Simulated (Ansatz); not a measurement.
# ZnSi6Pt9: the cost of one run

All numbers below are computed with Ansatz 0.2.0 (DFT PBE, scalar-relativistic, plane waves, PAW).

## (1) Starting point

The cell holds 16 atoms (Pt9Si6Zn): a = 6.861 Å, b = 6.861 Å, c = 6.861 Å, α = 109.47°, β = 109.47°, γ = 109.47°.

The sites of an ideal fcc lattice, at a guessed lattice constant, take 6 Si, 9 Pt, 1 Zn (sublattices apart by semicolons), with a shake of 0.02 Å. Warren-Cowley parameters of the first shell (negative: unlike neighbours preferred): Pt-Si -0.21, Pt-Zn -0.04, Si-Zn -0.11. In a cell this small the draw can fall short of the order aimed at.

As a file:

```
Si Zn Pt
1.0
    -3.96108    3.96108   -3.96108
     3.96108    3.96108    3.96108
     3.96108   -3.96108   -3.96108
Si Zn Pt
6 1 9
Cartesian
  5.9488 1.9617 0.0228
  0.0297 0.0178 -3.9374
  -0.0224 3.9308 -3.9559
  3.9601 -3.9038 -3.9605
  -0.0071 3.9514 -0.0286
  5.9328 -0.0069 -1.9531
  1.9747 5.9384 -0.0179
  3.9863 -1.9667 -2.0084
  1.9986 1.9631 -3.9681
  1.9918 0.0104 -1.9937
  3.9997 1.9363 -1.9814
  -0.0350 1.9884 -1.9991
  2.0009 3.9559 -1.9620
  1.9400 2.0149 0.0149
  3.9690 1.9756 1.9703
  1.9676 0.0105 -5.9543
```

## (2) Relaxing on a coarse mesh

A cheap relaxation: coarse mesh, no symmetry, loose thresholds.

Contents of input.yaml:

```yaml
crystal:
  lattice:
    - [-3.96108088, 3.96108088, -3.96108088]
    - [3.96108088, 3.96108088, 3.96108088]
    - [3.96108088, -3.96108088, -3.96108088]
  atoms:
    - { symbol: Si, position: [0.2447417972, 0.9985214779, 0.7480248243] }
    - { symbol: Si, position: [0.4992523446, 0.0059857997, 0.5007539899] }
    - { symbol: Si, position: [0.9955250262, 0.4933447144, 0.4965200679] }
    - { symbol: Si, position: [0.0071635873, 0.0071060535, 0.9998058455] }
    - { symbol: Si, position: [0.5023801625, 0.4978794808, 0.0027110349] }
    - { symbol: Si, position: [0.2456645666, 0.7480083547, 0.9954185639] }
    - { symbol: Zn, position: [0.7518458493, 0.9988544147, 0.2515170034] }
    - { symbol: Pt, position: [0.0052636271, 0.2549306738, 0.756708033] }
    - { symbol: Pt, position: [0.7486940572, 0.5000851616, 0.7531701976] }
    - { symbol: Pt, position: [0.2529842964, 0.2527337641, 0.5030836931] }
    - { symbol: Pt, position: [0.4945155, 0.7492867618, 0.7549835718] }
    - { symbol: Pt, position: [0.5033341754, 0.2465754896, 0.2479300865] }
    - { symbol: Pt, position: [0.7470007977, 0.7519103927, 0.5002312403] }
    - { symbol: Pt, position: [0.2524532862, 0.4992250601, 0.2430002666] }
    - { symbol: Pt, position: [0.0006713338, 0.7503848627, 0.2522954346] }
    - { symbol: Pt, position: [0.752934612, 0.2497021939, 0.9999770011] }
  symmetry: { detect: false }
basis:
  ecutwfc: 420
kpoints:
  mp_grid: { grid: [3, 3, 3], shift: [0.0, 0.0, 0.0] }
hamiltonian:
  xc: pbe
scf:
  occupations: { method: gaussian, width: 0.1 }
  lower_state_search: "off"
output:
  forces: true
  stress: true
  eigenvalues: true
relax:
  adjacent_minimum: "off"
  f_tol: 0.04
  max_steps: 50
  cell: { stress_tol: 0.3 }
```

The run is started by

```
ansatz run input.yaml --threads 4 --pin off --max-ram 9216MiB --backend cpu --events-out ev --progress --plain --runs-dir out
```

Q: Estimate wall time and peak memory on 4 threads of Arm Neoverse V2, shared host.

About 3.7 min, with a peak of 1.1 GiB.
